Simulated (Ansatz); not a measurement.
# Ta3N (P-3m1) in Ansatz: a series of runs, part 2 of 2

Ansatz 0.2.0. The steps go on from the part before.

### Step 3. Single point, PBE0

Contents of input:

```
crystal:
  lattice:
    - [3.0322239879, 0.0, 0.0]
    - [-1.516111994, 2.6259830035, 0.0]
    - [0.0, 0.0, 7.524137]
  atoms:
    - { symbol: Ta, position: [0.6666666667, 0.3333333333, 0.82607] }
    - { symbol: Ta, position: [0.3333333333, 0.6666666667, 0.17393] }
    - { symbol: Ta, position: [0.0, 0.0, 0.5] }
    - { symbol: "N", position: [0.0, 0.0, 0.0] }
hamiltonian:
  xc: pbe0
  pseudopotentials: { kind: paw }
kpoints:
  mp_grid: { grid: [8, 8, 4] }
scf:
  occupations: { method: fermi_dirac, width: 0.05 }
output:
  forces: true
  stress: true
  eigenvalues: true
```

Potentials or basis: Ansatz PAW.

Log:

```text
Warning: output.stress: scf.convergence.dr2_threshold = 1e-7 eV (the SCF's general default) is looser than the 4e-10 eV advised for a printed stress (1e-10 eV for each atom of the cell: 4). What an SCF threshold leaves in a stress goes as its square root, and in the free energy as the threshold itself, and one threshold admits the most on a small cell: of the crystals measured, under no hybrid functional and no lock of the moments, on runs that ended without the residual-converged pass, on stresses that held no estimate of that error, the worst erred by over 100 MPa in a component at 1e-7 eV an atom and by under 5 at 1e-10. Set scf.convergence.dr2_threshold to 4e-10 eV or tighter. The threshold is an SCF's pass mark: one that does not reach it within its budget of iterations ends unconverged, or closes short of it on a stop that the run arms, and scf.convergence.dr2_threshold's page says what that costs each kind of run
Warning: output.stress: scf.exx.energy_threshold = 1e-6 eV is looser than the 4e-8 eV advised for a stress under a hybrid functional (1e-8 eV for each atom of the cell: 4). Every SCF of the exchange loop can meet its threshold on dr2 while the loop round them stops early: no threshold on dr2 bounds what that leaves in the stress. Set scf.exx.energy_threshold to 4e-8 eV or tighter. The threshold is the loop's pass mark: a loop that does not reach it within its budget of cycles ends unconverged, and scf.exx.energy_threshold's page has the law
GPUs: using 1 of 1 available (devices: 1).
Engine: ansatz 0.2.0, x86_64-unknown-linux-gnu
Pseudopotentials: kind: paw
Pseudopotential: Ta, paw, valence charge 13, recommended cutoff 420 eV (normal), Ta.paw.azcp
Pseudopotential: N, paw, valence charge 5, recommended cutoff 420 eV (normal), N.paw.azcp
Functional definition: PBE0
  parameter a = 0.25
  parameter kappa = 0.804
  parameter beta = 0.06672455060314922
  exchange = (1 - a)*pbe_x(kappa = kappa, mu = beta*pi^2/3) + a*exact_x
  correlation = pbe_c(beta = beta)
device memory: the entry about to start is reckoned to put 1.3 GiB on a device that reports 57.8 GiB free (of which the cap on the GPU budget leaves the run 18.0 GiB)
GPU FFT provider: cuFFT
GPU libraries: cuBLAS 13.8.2, cuFFT 12.4.0, cuSOLVER 12.3.4
Crystal: 4 atoms, lattice volume = 59.911 Å³
Basis set: ecut = 420 eV, 1189 PW (Γ), exchange–correlation on 48×48×108 points (8 copies of the dense FFT grid, shifted against one another)
Bands: 27, of which v1, the nominal top of the filled ones, is band 22 counted from 1 (21 counted from 0)
Symmetry: 12 space group operations
Space group: P-3m1 (ITA 164), of the structure as read, at distance tolerance 3.9e-5 Å
k-points: 35 of 256
Non-local potential: Ta, projectors of the file, l = 0: 3, l = 1: 2, l = 2: 2, l = 3: 1
Non-local potential: N, projectors of the file, l = 0: 2, l = 1: 2, l = 2: 1
PAW form: soft (Blöchl's): semilocal exchange-correlation on the pseudo side does not see the compensation charge
PAW frozen core: Ta, regenerated for the run's functional, and the local potential with it (the file was generated under x = pbe(κ = 0.804, μ = 0.2195149727645171), c = pbe(β = 0.06672455060314922))
PAW frozen core: N, regenerated for the run's functional, and the local potential with it (the file was generated under x = pbe(κ = 0.804, μ = 0.2195149727645171), c = pbe(β = 0.06672455060314922))
PAW one-centre angular grid: Ta, 590 points (default); XC on 64 Gauss nodes
PAW one-centre angular grid: N, 110 points (default); XC on 64 Gauss nodes
Initial density: superposition of atomic densities (neutral atoms: chi_scale 0, normalization atom), corrected by the library's trained network
Initial wavefunctions: pseudopotential atomic-orbital guess
GPU buffer pool allocated for 31104 grid points (all kernels)
GPU transforms: local potential and band sums: pruned to the plane-wave sphere, on 24×24×54
Functional: x = pbe(κ = 0.804, μ = 0.2195149727645171), c = pbe(β = 0.06672455060314922), warm-up for x = 0.75 pbe(κ = 0.804, μ = 0.2195149727645171) + 0.25 exact, c = pbe(β = 0.06672455060314922)
SCF iter   1: F=—  HF=-30182.590921 eV  |F-HF|=—  |Δ(HF+E_count)|=         —  Δρ=1.06e-2  dr2=1.33e-1  ethr=1.77e-3  ⟨swp⟩=5.0  Hψ=3782  notcnv=0
preconditioner: auto → Kerker (q_TF=auto, 2.591 Å⁻¹)  [metal: Δε(μ)=0.088 eV  Ē_g=6.940 eV  σ=0.050 eV  W_gap=0.41  n_scr=24 (ndim 8)  ℏωp=21.5 eV  f_vac=0.000  D(μ)=3.16/eV (n_scr^D=36)]
SCF iter   2: F=—  HF=-30182.573360 eV  |F-HF|=—  |Δ(HF+E_count)|=   1.76e-2  Δρ=5.20e-3  dr2=1.48e-2  ethr=3.03e-4  ⟨swp⟩=3.6  Hψ=1969  notcnv=0  defer=10
SCF iter   3: F=—  HF=-30182.570995 eV  |F-HF|=—  |Δ(HF+E_count)|=   2.36e-3  Δρ=1.93e-3  dr2=2.05e-3  ethr=3.36e-5  ⟨swp⟩=4.9  Hψ=2486  notcnv=0  defer=4
SCF iter   4: F=—  HF=-30182.570586 eV  |F-HF|=—  |Δ(HF+E_count)|=   4.10e-4  Δρ=4.47e-4  dr2=2.53e-4  ethr=4.66e-6  ⟨swp⟩=3.1  Hψ=1858  notcnv=0
[... 204 lines left out ...]
GPU libraries: cuBLAS 13.8.2, cuFFT 12.4.0, cuSOLVER 12.3.4
GPU buffer pool allocated for 31104 grid points (all kernels)
GPU transforms: local potential and band sums: pruned to the plane-wave sphere, on 24×24×54
Exchange kernel: α = 0.2500, full range, Wigner–Seitz truncation, v(0) = 21068.5037 eV·Å³, q-mesh 8×8×4, nearest image of the exchange supercell L = 24.26 Å, pair-density grid 15×15×36, without the augmentation charges, whose exchange is taken in its separable form by FFT convolution over the k-point mesh (sized by the pseudopotential files, 18×18×54 at the most), smooth part of the exact exchange by density-matrix convolution in up to 4.76 GiB of GPU memory as planned if the GPU has room (build and FFT work areas not counted)
Frozen-core exchange: fock
SCF iter   1: F=—  HF=-30176.956875 eV  |F-HF|=—  |Δ(HF+E_count)|=         —  Δρ=1.89e-7  dr2=2.02e-11  ethr=3.74e-12  ⟨swp⟩=7.3  Hψ=2488  notcnv=0
SCF iter   2: F=-30176.956875 eV  HF=-30176.956875 eV  |F-HF|=0.00e0  |Δ(HF+E_count)|=  1.09e-11  Δρ=8.93e-8  dr2=8.86e-12  ethr=1.00e-12  ⟨swp⟩=2.0  Hψ=1722  notcnv=0
SCF 10 converged in 2 iterations: F = -30176.956875 eV  dr2 = 8.86e-12
  Residual-converged pass: ⟨swp⟩=3.0  Hψ=2056  notcnv=0  max |occ|·‖R‖ = 2.4e-7 eV (tolerance 2.7e-7 eV)  dr2=1.08e-11  dr2_onsite=2.10e-13  max |Δocc| = 2.8e-13
hybrid outer 9: dexx = +6.095e-12 eV, tail = 1.44e-10 eV, Δε = 6.09e-6 eV (about 4.18e-5 eV left of the loop's levels), ΔF = 4.03e-5 eV/Å (tail 8.13e-5)
at 21 of the mixer's solves, all of them in the SCFs whose states led to this one, it left a direction of its history that read negative out of its fit and stepped the other way along it
hybrid SCF converged: 9 outer / 106 inner (+10 warm-up), last move |dexx| = 6.10e-12 eV, tail = 1.44e-10 eV
Stability not checked: this state was not tested for a lower state beside it, because the functional holds exact exchange (a hybrid, or Hartree-Fock), whose exchange loop this test does not read (fock_operator; see scf.lower_state_search)
Free energy (F): -30176.956875 eV
Frozen-core exchange: fock
Harris-Foulkes:  -30176.956875 eV  (|F-HF|=0.00e0)
Internal energy: -30176.952556 eV  (E = F + TS)
E sigma→0 (E₀):  -30176.954716 eV
Entropy (-TS):   -0.004319 eV (-1.080 meV/atom)
Fermi energy:    18.889083 eV
--- Per-component energies (eV) ---
  E_band       = -401.834665
  E_kinetic    = 1222.222392
  E_local      = -1873.878234  (includes V_loc(G=0)·N_el)
  E_nonlocal   = 91.657252
  E_hartree    = 651.223950
  E_xc         = -551.557211
  E_vxc        = -531.183091  (∫ρ·V_xc dr)
  E_exx        = -138.928484  (= α·E_x^exact, valence–valence)
  E_paw        = -25333.336145  (= ΣΔE_a)
  E_vpaw       = -335.244486  (= ΣTr[D̂ρ^β])
  E_aug_tail   = 0.000540  (compensation charges beyond the density's cutoff)
  E_ewald      = -4234.232586
  E_core_change = -10.124030  (= ΣΔE_core)
  E_smearing   = -0.004319  (= −TS)
  E_closure    = -0.000000  (closes the sum)
  Σ components = -30176.956875   (vs F -30176.956875, Δ=0.00e0)
--- Forces (eV/Å), atoms counted from 1 ---
  atom   1  Ta    -0.00000000    -0.00000000     0.24891551
  atom   2  Ta     0.00000000     0.00000000    -0.24891551
  atom   3  Ta    -0.00000000    -0.00000000     0.00000000
  atom   4  N      0.00000000    -0.00000000     0.00000000
  max |Σ_I F_I| component: 2.78e-17 eV/Å
--- Stress (GPa, compression-positive) ---
       -5.020197       0.000000      -0.000000
        0.000000      -5.020197      -0.000000
       -0.000000      -0.000000      -2.218736
  P = ⅓ Tr σ = -4.0864 GPa (-40.864 kbar)
--- Band table (eV; the first three rows and the last of 35) ---
  k-point 0: bands = ["-53.7098", "-53.6779", "-53.1652", "-19.1922", "-18.8845", "-18.4900", "-18.4900", "-18.4606", "-18.4606", "-18.0243", "-17.8521", "-17.8521", "-0.8669", "8.6762", "10.5746", "12.1420", "12.1420", "14.2969", "16.5332", "18.3012", "18.3665", "18.3665", "19.7953", "19.7953", "20.1816", "21.5648", "21.5648"]
  k-point 1: bands = ["-53.7089", "-53.6788", "-53.1651", "-19.2593", "-18.7742", "-18.4916", "-18.4916", "-18.4588", "-18.4588", "-18.0690", "-17.8520", "-17.8520", "-0.8566", "8.4856", "10.8929", "12.1392", "12.1392", "14.1849", "16.5872", "17.8310", "18.4746", "18.4746", "19.9525", "19.9525", "20.4310", "21.2437", "21.2437"]
  k-point 2: bands = ["-53.7080", "-53.6798", "-53.1651", "-19.3059", "-18.6744", "-18.4930", "-18.4930", "-18.4572", "-18.4572", "-18.1234", "-17.8519", "-17.8519", "-0.8464", "8.3296", "11.1981", "12.1361", "12.1361", "14.0352", "16.8937", "17.1866", "18.6012", "18.6012", "20.1338", "20.1338", "20.6058", "20.9822", "20.9822"]
  k-point 34: bands = ["-53.6284", "-53.6240", "-53.1043", "-19.2903", "-19.1626", "-19.0303", "-18.9301", "-18.7290", "-18.7213", "-18.3863", "-18.2400", "-18.0586", "0.1190", "9.6872", "10.5034", "11.1974", "15.0909", "15.6450", "15.6976", "16.1436", "16.5409", "17.0006", "19.7102", "20.2246", "22.5868", "23.2885", "24.1269"]
```

Run time: 63 s. Hardware: 1 × NVIDIA H100 80GB HBM3 with 2 threads of AMD EPYC 7R13 (Zen 3), shared host; peak memory 3.3 GiB.

What came out:

| Property | Result |
| --- | --- |
| Free energy | -30176.9569 eV |
| Pressure | -4.1 GPa |
| Largest force | 0.249 eV/Å |
| Band gap on the k mesh | none (metal or under the smearing width) |

Forces in eV/Å, atoms in the order of the input:
```
Ta   0.000  0.000  0.249
Ta   0.000  0.000 -0.249
Ta   0.000  0.000  0.000
N    0.000  0.000  0.000
```

Levels at points of the mesh, in eV from the Fermi level:
| k point | band 18 | band 19 | band 20 | band 21 | band 22 | band 23 | band 24 | band 25 | band 26 | band 27 |
| --- | --- | --- | --- | --- | --- | --- | --- | --- | --- | --- |
| (0.00, 0.00, 0.00) | -4.59 | -2.36 | -0.59 | -0.52 | -0.52 | 0.91 | 0.91 | 1.29 | 2.68 | 2.68 |
| (0.00, 0.00, -0.50) | -4.85 | -2.00 | -1.70 | -0.29 | -0.29 | 1.24 | 1.24 | 1.72 | 2.09 | 2.09 |
| (0.00, -0.50, 0.00) | -4.87 | -4.11 | -2.09 | -0.90 | 0.21 | 0.77 | 1.42 | 4.47 | 5.04 | 5.48 |
| (0.00, -0.50, -0.50) | -4.77 | -3.93 | -2.22 | -1.93 | -0.47 | 1.51 | 2.07 | 3.30 | 5.42 | 5.53 |

Caveat: the PAW data sets come from PBE, with cores solved anew for the run's functional, which leaves a small shift of forces and pressure; the thresholds are loose for stress.

### Step 4. Relaxation of cell and atoms, PBE0

input: that of step 3 with these lines changed.

```diff
@@ -14,3 +14,3 @@
 kpoints:
-  mp_grid: { grid: [8, 8, 4] }
+  mp_grid: { grid: [6, 6, 2] }
 scf:
@@ -21 +21,9 @@
   eigenvalues: true
+  write_density: true
+  write_potential: true
+  elf: true
+  volumetric_format: npy
+relax:
+  f_tol: 0.01
+  max_steps: 40
+  cell: { stress_tol: 0.05 }
```

Wall time 1.8 min (1 × NVIDIA H100 80GB HBM3 with 2 threads of AMD EPYC 7R13 (Zen 3), shared host); peak memory 2 GiB.

Results (log left out):

```yaml
Free_energy: -30177.0424 eV
Relaxed_volume: 14.76 Å³/atom
Relaxed_cell: a = 3.006 Å, b = 3.006 Å, c = 7.544 Å, α = 90.00°, β = 90.00°, γ = 120.00°
Space_group_after_relaxing_to_0.05_Å: P-3m1 (No. 164)
Energy_gained_by_relaxing: 6.6 meV/atom
Ionic_steps: 7
Pressure_after_relaxing: 0.0 GPa
Band_gap_on_the_k_mesh: none (metal or under the smearing width)
```

Step by step:
```csv
step,energy change (eV),largest force (eV/Å),volume (Å³)
1,0.0000,0.5252,59.91
2,-0.0233,0.1950,59.01
3,-0.0270,0.0807,59.07
4,-0.0274,0.0002,59.06
5,-0.0264,0.0003,59.06
6,-0.0264,0.0002,59.05
7,-0.0264,0.0001,59.05
```

Final structure:
```
Ta N
1.0
     3.00647    0.00000    0.00000
    -1.50324    2.60368    0.00000
     0.00000    0.00000    7.54390
Ta N
3 1
Direct
  0.66667 0.33333 0.82799
  0.33333 0.66667 0.17201
  0.00000 0.00000 0.50000
  0.00000 0.00000 0.00000
```

Levels at points of the mesh, in eV from the Fermi level:
| k point | band 19 | band 20 | band 21 | band 22 | band 23 | band 24 | band 25 | band 26 |
| --- | --- | --- | --- | --- | --- | --- | --- | --- |
| (0.00, 0.00, 0.00) | -2.39 | -0.66 | -0.52 | -0.52 | 1.10 | 1.10 | 1.38 | 2.81 |
| (0.00, 0.00, -0.50) | -2.01 | -1.75 | -0.34 | -0.34 | 1.42 | 1.42 | 1.74 | 2.30 |
| (0.00, -0.50, 0.00) | -4.04 | -1.98 | -1.01 | 0.40 | 0.94 | 1.66 | 4.65 | 5.10 |
| (0.00, -0.50, -0.50) | -3.87 | -2.10 | -1.86 | -0.35 | 1.47 | 2.32 | 3.46 | 5.55 |

Caveat: the k mesh is coarse (spacing up to 0.42 Å⁻¹), so the values aren't converged, least of all with exact exchange; the plane-wave basis is chosen anew once the cell has moved, so the energies of steps on either side of that aren't comparable; the PAW data sets come from PBE, with cores solved anew for the run's functional, which leaves a small shift of forces and pressure.

### Step 5. The runs side by side

| task | level | cell | k mesh | mesh quality | gap on the mesh (eV) | pressure (GPa) | relaxed volume (Å³/atom) |
| --- | --- | --- | --- | --- | --- | --- | --- |
| relaxation of cell and atoms | HSE06 | relaxed | 6 × 6 × 2 | coarse | none | 0.0 | 14.73 |
| single point | PBE0 | as given | 8 × 8 × 4 | not flagged | none | -4.1 | - |
| relaxation of cell and atoms | PBE0 | relaxed | 6 × 6 × 2 | coarse | none | 0.0 | 14.76 |

Alike in all rows: potentials or basis Ansatz PAW; no spin polarisation; cutoff (eV) 420; smearing fermi-dirac 0.05 eV.

Caveats: some runs use coarse meshes; the PAW data sets come from PBE, with cores solved anew for the run's functional, which leaves a small shift of forces and pressure; the plane-wave basis is chosen anew once the cell has moved, so the energies of steps on either side of that aren't comparable (some runs); the thresholds are loose for stress (some runs).

Absolute energies hang on the potentials; compare differences alone.
